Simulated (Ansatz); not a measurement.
Relaxation of a periodic cell of 17 atoms, Y₁₆C (host Y, host structure hcp, interstitial C), to a largest force component of 0.03 eV/Å in at most 60 steps.

All numbers below come from DFT PBEsol, scalar-relativistic, plane waves, PAW (Ansatz). Settings: cutoff 420 eV, k mesh 3x3x2, gaussian smearing 0.05 eV, no spin polarisation.

```xyz
17
Lattice="-3.6500 -6.3220 0.0000 5.4750 -3.1610 0.0000 0.0000 0.0000 11.4683" Properties=species:S:1:pos:R:3
Y 0.000 -6.322 0.000
Y 0.000 -4.215 2.867
Y 0.000 -6.322 5.734
Y 0.000 -4.215 8.601
Y -1.825 -3.161 0.000
Y 3.650 -4.215 2.867
Y -1.825 -3.161 5.734
Y 3.650 -4.215 8.601
Y 1.825 -3.161 0.000
Y 1.825 -1.054 2.867
Y 1.825 -3.161 5.734
Y 1.825 -1.054 8.601
Y 0.000 0.000 0.000
Y 1.825 -7.376 2.867
Y 0.000 0.000 5.734
Y 1.825 -7.376 8.601
C 1.812 -7.404 0.668
```

Task: Where does it end, and by what steps?

Result: It converged. Limits of this set-up: coarse k mesh. After 8 steps the energy has fallen by 0.278 eV; C17 moved furthest, 0.63 Å. Joined: Y16–C17 (3.54 → 2.53 Å).

| step | energy less start (eV) | largest force component (eV/Å) | accepted |
| --- | --- | --- | --- |
| 0 | 0.0000 | 0.886 | yes |
| 1 | -0.1433 | 0.401 | yes |
| 2 | -0.1815 | 0.216 | yes |
| 3 | -0.1988 | 0.194 | yes |
| 4 | -0.2331 | 0.201 | yes |
| 5 | -0.2608 | 0.177 | yes |
| 6 | -0.2767 | 0.049 | yes |
| 7 | -0.2775 | 0.038 | yes |
| 8 | -0.2776 | 0.002 | yes |

```xyz
17
Lattice="-3.6500 -6.3220 0.0000 5.4750 -3.1610 0.0000 0.0000 0.0000 11.4683" Properties=species:S:1:pos:R:3
Y -0.156 -6.234 0.039
Y 0.019 -4.184 2.977
Y 0.036 -6.345 5.774
Y 0.019 -4.184 8.570
Y -1.710 -3.064 0.039
Y 3.654 -4.219 3.023
Y -1.841 -3.192 5.773
Y 3.654 -4.219 8.524
Y 1.881 -3.195 0.039
Y 1.806 -1.089 2.977
Y 1.787 -3.141 5.774
Y 1.806 -1.088 8.570
Y -0.028 -0.151 0.040
Y 1.827 -7.379 2.564
Y 0.017 0.027 5.773
Y 1.827 -7.379 8.983
C 1.816 -7.373 0.040
```

Whether the end is a true minimum wasn't checked by a vibrational analysis.

The run took 66 s on 4 threads of Intel(R) Xeon(R) Platinum 8488C (Sapphire Rapids), with other jobs on the host, peak memory 1.6 GiB.
